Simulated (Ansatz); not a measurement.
# YbBi (CsCl type): response to moved atoms and strain

Aim: move atoms of YbBi (CsCl type) or strain its cell, and read the forces, the stress and the rise in energy. This structure was made by substitution into a known type, so it needn't be the compound's stable form.

Method: DFT PBE+U (U_eff = 6 eV on Yb 4f), scalar-relativistic, plane waves, PAW, in Ansatz 0.2.0.

3 further runs of the same task are left out: 1 for a known fault of the program, 2 that didn't finish.

## Step 1: The structure to begin with

It takes space group Pm-3m (No. 221, cubic). Conventional cell: a = 3.978 Å, b = 3.978 Å, c = 3.978 Å, α = 90.00°, β = 90.00°, γ = 90.00°. Yb (site symmetry m-3m) has 8 Bi at 3.45 Å as nearest neighbours. Bi (site symmetry m-3m) has 8 Yb at 3.45 Å as nearest neighbours.

Coordinates:

```
Yb Bi
1.0
     3.97826    0.00000    0.00000
     0.00000    3.97826    0.00000
     0.00000    0.00000    3.97826
Yb Bi
1 1
Direct
  0.00000 0.00000 0.00000
  0.50000 0.50000 0.50000
```

An earlier run at PBE+U (U_eff = 6 eV on Yb 4f) left this cell at 31.481 Å³/atom and -0.03 GPa (8×8×8 mesh).

The changes: atom 2 (Bi) moved 0.05 Å along y; strain e4 = -0.01, atoms carried along; all atoms moved at random (σ = 0.03 Å), cell strained at random (1 %).

## Step 2: Atom 2 (Bi) moved 0.05 Å along y

File input.yaml:

```yaml
crystal:
  lattice:
    - [3.9782629517, 0.0, 0.0]
    - [0.0, 3.9782629517, 0.0]
    - [0.0, 0.0, 3.9782629517]
  atoms:
    - { symbol: Yb, position: [0.0, 0.0, 0.0], spin: 0.05 }
    - { symbol: Bi, position: [0.5, 0.5125682994, 0.5] }
basis:
  ecutwfc: 420
  ecutrho_ratio: 4
kpoints:
  mp_grid: { grid: [8, 8, 8] }
hamiltonian:
  xc: pbe
  hubbard: { sites: [{ species: Yb, l: f, u_eff: 6.0 }] }
scf:
  occupations: { method: gaussian, width: 0.05 }
  lower_state_search: "off"
output:
  forces: true
  stress: true
  eigenvalues: true
  populations: true
  hubbard: { sites: [{ species: Yb, l: f }] }
  write_density: true
  write_potential: true
  elf: true
  volumetric_format: npy
magnetization:
  spin_polarized: true
checkpoint:
  read: start.run
  write: ck
  compress: false
  write_wavefunctions: false
  write_every: 100000
```

start.run holds the converged state of the cell before the atoms were moved.

The run is started by

```
ansatz run input.yaml --threads 2 --pin off --max-ram 2662MiB --backend cpu --events-out ev --progress --plain --runs-dir out
```

Standard output (excerpt; [...] marks lines left out):

```text
Warning: checkpoint.read: the run can stay near the saved state's solution: 1 site(s) moved relative to the saved geometry (max |Δs| = 1.257e-2 fractional); the SCF starts from the saved state under `checkpoint.density_extrapolation: transplant`, in force with no word given. A run without [...]
Warning: RAYON_NUM_THREADS=2 ignored (pool sized by the plan → 2); use --threads N
Yb: projections on atomic orbitals take those of the free atom [Kr 4d10] 4f14 5s2 5p6 5d0 6s2, of charge +0.00 (hamiltonian.pseudopotentials.projection_atoms); the dataset's partial waves leave at most 1.5e-4 of an orbital's norm unspanned inside its sphere
Bi: projections on atomic orbitals take those of the free atom [Xe 4f14] 5d10 6s2 6p3, of charge +0.00 (hamiltonian.pseudopotentials.projection_atoms); the dataset's partial waves leave at most 4.7e-5 of an orbital's norm unspanned inside its sphere
[...]
Pseudopotentials: kind: paw
Pseudopotential: Yb, paw, valence charge 24, recommended cutoff 420 eV (normal), Yb.paw.azcp
Pseudopotential: Bi, paw, valence charge 15, recommended cutoff 420 eV (normal), Bi.paw.azcp
Functional definition: PBE
[...]
Crystal: 2 atoms, lattice volume = 62.962 Å³
Basis set: ecut = 420 eV, 1237 PW (Γ), exchange–correlation on 54×54×54 points (8 copies of the dense FFT grid, shifted against one another)
Bands: 24, of which v1, the nominal top of the filled ones, is band 20 counted from 1 (19 counted from 0)
Symmetry: 8 space group operations
Space group: P4mm (ITA 99), of the structure as read, at distance tolerance 4.0e-5 Å
Magnetic group: BNS 99.163 (UNI 823), of the structure as read, at distance tolerance 4.0e-5 Å
k-points: 75 of 512 (time reversal used)
[...]
WARN: the starting moments were not kept: the SCF closed with an absolute magnetisation of 1.2e-7 μB, where they sum to 0.05 μB in size (1 site). That is at most 0.1 of that sum. Measured as dr2_m measures the in/out step, that magnetisation stands 7.9e-16 eV from none, at or under the [...]
SCF converged after 6 iterations
Magnetization: 0.0000 μB (19.5000 up, 19.5000 down)
Absolute magnetization: 0.0000 μB (∫|ρ↑−ρ↓|, with the PAW one-centre terms)
Spin contamination: 0.0000 ħ² per cell (⟨S²⟩ above its minimum at these occupations)
Per-site moments (μB) at R_I (Å): [(1.506950485247237e-9, 1.4093694358548283), (3.4448647177375663e-9, 1.4093694358548283)]
Free energy (F): -26192.573785 eV
[...]
E sigma→0 (E₀):  -26192.573052 eV
Entropy (-TS):   -0.001465 eV (-0.733 meV/atom)
Fermi energy:    11.778230 eV
[...]
--- Forces (eV/Å), atoms counted from 1 ---
  atom   1  Yb     0.00000000     0.10457409     0.00000000
  atom   2  Bi    -0.00000000    -0.10454388     0.00000000
[...]
--- Stress (GPa, compression-positive) ---
        0.010784      -0.000000       0.000000
       -0.000000      -0.026333       0.000000
        0.000000       0.000000       0.010784
  P = ⅓ Tr σ = -0.0016 GPa (-0.016 kbar)
--- Band table (eV; the first three rows and the last of 150) ---
[... band rows left out ...]
[...]
Occupation matrices written to <dir>
--- Löwdin populations: 2 sites ---
  site symbol       q [e]    m [muB]
     0     Yb     23.9180     0.0000
     1     Bi     15.0309     0.0000
  spilling = 0.001312 (of n_electrons = 39.000000)
--- Occupation matrices: 1 shell (run DFT+U table (all-electron-ortho-atomic); ε = 9.15e-5) ---
  Yb0 f_4F: site group C4v (4mm)
  Yb0 f_4F up     Tr n = 6.9811  λ = 0.993 0.997 0.997 0.997 0.999 0.999 0.999  [xyz 1.00 (A2u 1.00) B2(1.00) | 3× z3 0.33 (T1u 1.00) E(0.67) | 3× z(x2-y2) 0.33 (T2u 1.00) E(0.67)]
  Yb0 f_4F dn     Tr n = 6.9811  λ = 0.993 0.997 0.997 0.997 0.999 0.999 0.999  [xyz 1.00 (A2u 1.00) B2(1.00) | 3× z3 0.33 (T1u 1.00) E(0.67) | 3× z(x2-y2) 0.33 (T2u 1.00) E(0.67)]
  Tr n, λ and their labels are of the run-group-symmetrised matrices; stabiliser: 16 of 16 elements of G0×{1,Θ} (closed), max defect 5.5e-10 at τ = 1.9e-5
```

It took 19 s on 2 threads of Arm Neoverse V1, shared host; peak memory 0.58 GiB.

Read off: volume 31.481 Å³/atom, pressure 0.00 GPa, metallic, no moment left.

Forces on the atoms, as numbers:

| atom | x (eV/Å) | y (eV/Å) | z (eV/Å) |
| --- | --- | --- | --- |
| Yb1 | 0.000 | 0.105 | 0.000 |
| Bi2 | 0.000 | -0.105 | 0.000 |

Density in a lattice plane of the grid's cell (edges 3.98 and 3.98 Å, at 0.000 of the third edge), which holds Yb.

Ten even steps from '0' (0.05 e/Å³) to '9' (41.50 e/Å³):
```
864210000000000000001246
432100000000000000000123
110000000000000000000001
000000000000000000000000
000000000000000000000000
000000000000000000000000
000000000000000000000000
000000000000000000000000
000000000000000000000000
000000000000000000000000
000000000000000000000000
000000000000000000000000
000000000000000000000000
000000000000000000000000
000000000000000000000000
000000000000000000000000
110000000000000000000001
432100000000000000000123
864210000000000000001246
985210000000000000001258
```
Columns run along the first of these edges and rows up along the second, over one cell in 24 and 20 even steps from the bottom left corner. Atoms in the plane (fractional): Yb at (0.00, 0.00).

ELF in the same plane.

Ten even steps from ' ' (0.05) to '@' (0.81):
```
%%@@@@@@%%**--..                  ..--**%%@@@@@@
@@@@@@@@%%++::          ..          ::++%%@@@@@@
@@@@@@%%**--..        ......        ..--**%%@@@@
####**++--..        ....::....        ..--++**##
====--::..        ....::::::....        ..::--==
..              ....::::::::::....              
              ..::::::::::::::::::..            
          ....::::::::::::::::::::::....        
        ....::::::::::::::::::::::::::....      
      ....::::::::::::::::::::::::::::::....    
        ....::::::::::::::::::::::::::....      
          ....::::::::::::::::::::::....        
              ..::::::::::::::::::..            
..              ....::::::::::....              
====--::..        ....::::::....        ..::--==
####**++--..        ....::....        ..--++**##
@@@@@@%%**--..        ......        ..--**%%@@@@
@@@@@@@@%%++::          ..          ::++%%@@@@@@
%%@@@@@@%%**--..                  ..--**%%@@@@@@
##%%@@@@@@##==..                  ..==##@@@@@@%%
```
Columns run along the first of these edges and rows up along the second, over one cell in 24 and 20 even steps from the bottom left corner. Atoms in the plane (fractional): Yb at (0.00, 0.00).

Both are smooth fields of the valence electrons: close to the nuclei they are not physical.

Maxima of ELF outside the ion cores: 0.51 beside Bi, off the lines to its neighbours, 1.4 Å from Bi.

ELF in the plane through atom 1 (Yb) and two of its nearest Bi neighbours, 7.2 Å on a side, that atom in the middle and its first bond to the right.

Values, 10 rows by 13 columns:
```
0.08 0.64 0.79 0.76 0.15 0.31 0.45 0.29 0.10 0.41 0.49 0.15 0.33
0.08 0.62 0.80 0.72 0.13 0.31 0.46 0.32 0.13 0.42 0.49 0.16 0.26
0.18 0.08 0.12 0.07 0.06 0.23 0.44 0.49 0.46 0.43 0.29 0.24 0.13
0.46 0.50 0.44 0.24 0.07 0.07 0.14 0.09 0.15 0.26 0.38 0.44 0.47
0.15 0.31 0.45 0.35 0.10 0.70 0.79 0.69 0.10 0.38 0.44 0.26 0.14
0.11 0.28 0.45 0.36 0.11 0.69 0.79 0.69 0.10 0.39 0.44 0.25 0.14
0.46 0.43 0.38 0.25 0.14 0.08 0.14 0.07 0.07 0.27 0.47 0.48 0.45
0.14 0.25 0.30 0.43 0.47 0.50 0.40 0.20 0.06 0.07 0.12 0.09 0.19
0.25 0.18 0.48 0.41 0.16 0.37 0.47 0.27 0.14 0.72 0.80 0.62 0.08
0.33 0.17 0.48 0.37 0.09 0.32 0.46 0.28 0.15 0.76 0.79 0.64 0.08
```
Atoms in the plane (Å from the middle): Bi (3.4, 0.0), Bi (1.1, 3.2), Yb (2.3, -3.2), Bi (-1.2, -3.3), Yb (0.0, 0.0), Bi (-3.5, 0.0), Yb (-2.3, 3.2).

## Step 3: Strain e4 = -0.01, atoms carried along

File input.yaml:

```yaml
crystal:
  lattice:
    - [3.9782629517, 0.0, 0.0]
    - [0.0, 3.9782629517, -0.0198913148]
    - [0.0, -0.0198913148, 3.9782629517]
  atoms:
    - { symbol: Yb, position: [0.0, 0.0, 0.0], spin: 0.05 }
    - { symbol: Bi, position: [0.5, 0.5, 0.5] }
basis:
  ecutwfc: 420
  ecutrho_ratio: 4
kpoints:
  mp_grid: { grid: [8, 8, 8] }
hamiltonian:
  xc: pbe
  hubbard:
    sites:
      - { species: Yb, l: f, u_eff: 6.0, starting_ns: start.occupation_matrices }
    ns_hold: { iters: 6 }
scf:
  occupations: { method: gaussian, width: 0.05 }
  lower_state_search: "off"
output:
  forces: true
  stress: true
  eigenvalues: true
  populations: true
  hubbard: { sites: [{ species: Yb, l: f }] }
magnetization:
  spin_polarized: true
```

start.occupation_matrices holds the open shells' occupation matrices from the neighbouring geometry.

The run is started by

```
ansatz run input.yaml --threads 2 --pin off --max-ram 2662MiB --backend cpu --events-out ev --progress --plain --runs-dir out
```

Standard output (excerpt; [...] marks lines left out):

```text
Warning: RAYON_NUM_THREADS=2 ignored (pool sized by the plan → 2); use --threads N
Yb: projections on atomic orbitals take those of the free atom [Kr 4d10] 4f14 5s2 5p6 5d0 6s2, of charge +0.00 (hamiltonian.pseudopotentials.projection_atoms); the dataset's partial waves leave at most 1.5e-4 of an orbital's norm unspanned inside its sphere
Bi: projections on atomic orbitals take those of the free atom [Xe 4f14] 5d10 6s2 6p3, of charge +0.00 (hamiltonian.pseudopotentials.projection_atoms); the dataset's partial waves leave at most 4.7e-5 of an orbital's norm unspanned inside its sphere
hamiltonian.hubbard.sites[].starting_ns: atoms 0 take their starting occupation matrices from start.occupation_matrices, whose run converged (SHA-256 )
[...]
[... 4 set-up lines as earlier in the session ...]
[...]
Crystal: 2 atoms, lattice volume = 62.961 Å³
[...]
WARN: the starting moments were not kept: the SCF closed with an absolute magnetisation of 1.0e-6 μB, where they sum to 0.05 μB in size (1 site). That is at most 0.1 of that sum. Measured as dr2_m measures the in/out step, that magnetisation stands 6.0e-14 eV from none, at or under the [...]
--- Band table (eV; the first three rows and the last of 210) ---
[... band rows left out ...]
[...]
Occupation matrices written to <dir>
--- Löwdin populations: 2 sites ---
  site symbol       q [e]    m [muB]
     0     Yb     23.9179     0.0000
     1     Bi     15.0309    -0.0000
  spilling = 0.001312 (of n_electrons = 39.000000)
--- Occupation matrices: 1 shell (run DFT+U table (all-electron-ortho-atomic); ε = 1.17e-4) ---
  Yb0 f_4F: site group D2h (mmm)
  Yb0 f_4F up     Tr n = 6.9811  λ = 0.993 0.997 0.997 0.997 0.999 0.999 0.999  [xyz 1.00 (A2u 1.00) B3u(1.00) | 3× z3 0.33 (T1u 1.00) B2u(0.33) | 3× z(x2-y2) 0.33 (T2u 1.00) Au(0.33)]
  Yb0 f_4F dn     Tr n = 6.9811  λ = 0.993 0.997 0.997 0.997 0.999 0.999 0.999  [xyz 1.00 (A2u 1.00) B3u(1.00) | 3× z3 0.33 (T1u 1.00) B2u(0.33) | 3× z(x2-y2) 0.33 (T2u 1.00) Au(0.33)]
  specified occupation → Yb0 f_4F up: matrix, ‖Δ‖_F = 0.0001, Tr Δ = +0.0000, displaced = 0.0001, d_λ = 0.0000; orbital distance = 0.0200
  specified occupation → Yb0 f_4F dn: matrix, ‖Δ‖_F = 0.0001, Tr Δ = +0.0000, displaced = 0.0001, d_λ = 0.0000; orbital distance = 0.0200
  Tr n, λ and their labels are of the run-group-symmetrised matrices; stabiliser: 16 of 16 elements of G0×{1,Θ} (closed), max defect 2.5e-8 at τ = 2.5e-5
```

It took 21 s on 2 threads of Arm Neoverse V1, shared host; peak memory 0.63 GiB.

Result: volume 31.480 Å³/atom, pressure -0.02 GPa, no gap, no moment left.

## Step 4: All atoms moved at random (σ = 0.03 Å), cell strained at random (1 %)

input.yaml, as its differences from that of step 3:

```diff
@@ -2,8 +2,8 @@
   lattice:
-    - [3.9782629517, 0.0, 0.0]
-    - [0.0, 3.9782629517, -0.0198913148]
-    - [0.0, -0.0198913148, 3.9782629517]
+    - [3.9310084929, -0.0294945482, 0.0348108535]
+    - [-0.0294945482, 3.9745140205, 0.0159904532]
+    - [0.0348108535, 0.0159904532, 4.0201874383]
   atoms:
-    - { symbol: Yb, position: [0.0, 0.0, 0.0], spin: 0.05 }
-    - { symbol: Bi, position: [0.5, 0.5, 0.5] }
+    - { symbol: Yb, position: [-0.0044820907, 0.0049792292, 0.0033357978], spin: 0.05 }
+    - { symbol: Bi, position: [0.5044820907, 0.4950207708, 0.4966642022] }
 basis:
```

start.occupation_matrices holds the open shells' occupation matrices from the neighbouring geometry.

The run is started by

```
ansatz run input.yaml --threads 2 --pin off --max-ram 2662MiB --backend cpu --events-out ev --progress --plain --runs-dir out
```

Standard output (excerpt; [...] marks lines left out):

```text
Warning: RAYON_NUM_THREADS=2 ignored (pool sized by the plan → 2); use --threads N
Yb: projections on atomic orbitals take those of the free atom [Kr 4d10] 4f14 5s2 5p6 5d0 6s2, of charge +0.00 (hamiltonian.pseudopotentials.projection_atoms); the dataset's partial waves leave at most 1.5e-4 of an orbital's norm unspanned inside its sphere
Bi: projections on atomic orbitals take those of the free atom [Xe 4f14] 5d10 6s2 6p3, of charge +0.00 (hamiltonian.pseudopotentials.projection_atoms); the dataset's partial waves leave at most 4.7e-5 of an orbital's norm unspanned inside its sphere
hamiltonian.hubbard.sites[].starting_ns: atoms 0 take their starting occupation matrices from start.occupation_matrices, whose run converged (SHA-256 )
[...]
[... 4 set-up lines as earlier in the session ...]
[...]
Crystal: 2 atoms, lattice volume = 62.801 Å³
[...]
WARN: the starting moments were not kept: the SCF closed with an absolute magnetisation of 1.5e-6 μB, where they sum to 0.05 μB in size (1 site). That is at most 0.1 of that sum. Measured as dr2_m measures the in/out step, that magnetisation stands 1.9e-13 eV from none, at or under the [...]
  P = ⅓ Tr σ = 0.0970 GPa (0.970 kbar)
--- Band table (eV; the first three rows and the last of 520) ---
[... band rows left out ...]
[...]
Occupation matrices written to <dir>
--- Löwdin populations: 2 sites ---
  site symbol       q [e]    m [muB]
     0     Yb     23.9223     0.0000
     1     Bi     15.0270    -0.0000
  spilling = 0.001301 (of n_electrons = 39.000000)
--- Occupation matrices: 1 shell (run DFT+U table (all-electron-ortho-atomic); ε = 1.29e-4) ---
  Yb0 f_4F: site group C1 (1)
  Yb0 f_4F up     Tr n = 6.9808  λ = 0.993 0.997 0.997 0.997 0.999 0.999 0.999  [xyz 1.00 (A2u 1.00) A(1.00) | 3× z3 0.33 (T1u 1.00) A(1.00) | 3× z(x2-y2) 0.33 (T2u 1.00) A(1.00)]
  Yb0 f_4F dn     Tr n = 6.9808  λ = 0.993 0.997 0.997 0.997 0.999 0.999 0.999  [xyz 1.00 (A2u 1.00) A(1.00) | 3× z3 0.33 (T1u 1.00) A(1.00) | 3× z(x2-y2) 0.33 (T2u 1.00) A(1.00)]
  specified occupation → Yb0 f_4F up: matrix, ‖Δ‖_F = 0.0003, Tr Δ = +0.0003, displaced = 0.0003, d_λ = 0.0002; orbital distance = 0.0487
  specified occupation → Yb0 f_4F dn: matrix, ‖Δ‖_F = 0.0003, Tr Δ = +0.0003, displaced = 0.0003, d_λ = 0.0002; orbital distance = 0.0487
  Tr n, λ and their labels are of the run-group-symmetrised matrices; stabiliser: 2 of 2 elements of G0×{1,Θ} (closed), max defect 2.0e-8 at τ = 2.7e-5
```

Wall time 95 s (2 threads of Arm Neoverse V1, shared host); peak memory 1.2 GiB.

In short: volume 31.401 Å³/atom, pressure 0.10 GPa, a metal on this mesh, no moment left.

Forces on the atoms, as numbers:

| atom | x (eV/Å) | y (eV/Å) | z (eV/Å) |
| --- | --- | --- | --- |
| Yb1 | 0.072 | -0.077 | -0.062 |
| Bi2 | -0.072 | 0.077 | 0.062 |

## Step 5: The distortions side by side

| change | change of free energy (meV/atom) | largest force (eV/Å) | largest change of stress (GPa) |
| --- | --- | --- | --- |
| atom 2 (Bi) moved 0.05 Å along y | 1.31 | 0.105 | 0.04 |
| strain e4 = -0.01, atoms carried along | 0.09 | 0.000 | 0.08 |
| all atoms moved at random (σ = 0.03 Å), cell strained at random (1 %) | 3.18 | 0.122 | 0.57 |

Moving atom 2 by 0.05 Å meets a restoring force of 0.105 eV/Å along the move, a force constant of about 2.1 eV/Å². The strain e4 = -0.01 changes that stress component by +0.08 GPa (compression positive), a ratio of 8 GPa; that is a secant over a finite strain with the atoms carried along, not the elastic constant. No change lowers the energy by more than 0.5 meV/atom; other distortions weren't tried. Spin–orbit coupling is left out, though the cell holds Bi; in elements this heavy it can shift levels and gaps by tenths of an eV. A run loses the moments it was seeded with; other starts can end magnetic.
